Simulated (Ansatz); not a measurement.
What does this script print? It uses Ansatz 0.2.0, Python API.

Contents of `asclh6si2.xyz`:
```text
10

Cl   -2.55280    0.35040   -0.02300
Si   -0.70780    1.19010   -0.41950
Si    0.72900   -0.46970   -0.69330
As    0.93580   -1.71350    1.26780
H    -0.74790    1.99460   -1.66330
H    -0.28760    2.05040    0.71150
H     2.11630    0.09190   -0.96550
H     0.37270   -1.31280   -1.80030
H    -0.69260   -1.79580    1.40590
H     0.91820   -0.43680    2.18270
```

Script `energy.py`:
```python
from dataclasses import dataclass
from pathlib import Path

import ansatz as az


@dataclass(frozen=True)
class RunConfig:
    basis_set: str = "def2-SVP"
    level: str = "RPA"


opts = RunConfig()

system = az.Crystal.molecule_from_extxyz("asclh6si2.xyz")

calculation = system.calculation().basis(gaussian=opts.basis_set).correlation(opts.level).orbitals()
result = calculation.run(threads=1, runs_dir="out")
data = result.report

print(f"E = {data['free_energy_ev']:.6f} eV = {data['free_energy_ev'] / 27.211386246:.7f} Ha")
print("converged:", data["converged"], " doubts:", data["published_state_doubts"] or "none")

print("correlation energy", round(data["free_energy_ev"] - data["reference_energy_ev"], 5), "eV")
cluster = data["correlation"].get("coupled_cluster")
if cluster:
    print("cycles", cluster["cycles"], " T1 diagnostic", round(cluster["t1_diagnostic"], 4), " largest double", round(cluster["largest_double"], 4))

field = data["mean_field"]
print("<S^2> =", round(abs(field["state"]["spin_squared"]), 4), " all-electron relativity setting:", field["relativity"])
print("passes:", field["passes"])
if "symmetry" in field:
    print("occupied orbitals by irrep:", field["symmetry"]["occupied"])

lines = Path(data["orbitals_path"]).read_text().splitlines()
field_of = lambda key: [line.split("=")[1].strip() for line in lines if line.startswith(key)]
orbitals = [(27.211386 * float(e), s, float(n)) for e, s, n in zip(field_of("Ene="), field_of("Spin="), field_of("Occup="))]
homo = max(e for e, _, n in orbitals if n > 0.5)
lumo = min(e for e, _, n in orbitals if n < 0.5)
for e, spin, n in sorted(orbitals):
    if homo - 6 < e < lumo + 5:
        print(f"{spin:6s} {e:10.3f} eV  occupation {n:.0f}")
```

```console
$ python energy.py
E = -89121.820645 eV = -3275.1664998 Ha
converged: True  doubts: none
correlation energy -18.53787 eV
<S^2> = 0.0  all-electron relativity setting: none
passes: {'evaluations': 11, 'products': 33}
occupied orbitals by irrep: [{'A': 42}, {'A': 42}]
Alpha     -14.723 eV  occupation 2
Alpha     -14.543 eV  occupation 2
Alpha     -13.846 eV  occupation 2
Alpha     -13.621 eV  occupation 2
Alpha     -12.795 eV  occupation 2
Alpha     -12.378 eV  occupation 2
Alpha     -11.773 eV  occupation 2
Alpha     -11.596 eV  occupation 2
Alpha      -9.788 eV  occupation 2
Alpha       3.003 eV  occupation 0
Alpha       3.370 eV  occupation 0
Alpha       3.456 eV  occupation 0
Alpha       3.862 eV  occupation 0
Alpha       4.991 eV  occupation 0
Alpha       5.077 eV  occupation 0
Alpha       5.482 eV  occupation 0
Alpha       5.605 eV  occupation 0
Alpha       5.974 eV  occupation 0
```

The settings weren't tested for convergence. The geometry is a force-field or estimated start, not a minimum of this method, and the basis set is short of its limit. Alpha marks a spatial orbital of a restricted run, filled by both spins. Levels such as HOMO and LUMO are orbital energies: in Hartree-Fock the gap is too wide and the LUMO hangs on the basis. Inner cores stay frozen; a filled d shell under the valence of the heavier atoms is correlated with it. S² is that of the Hartree-Fock reference. Hardware and time: 5.3 s on 1 thread of Arm Neoverse V1 (shared host), peak memory 0.3 GiB.
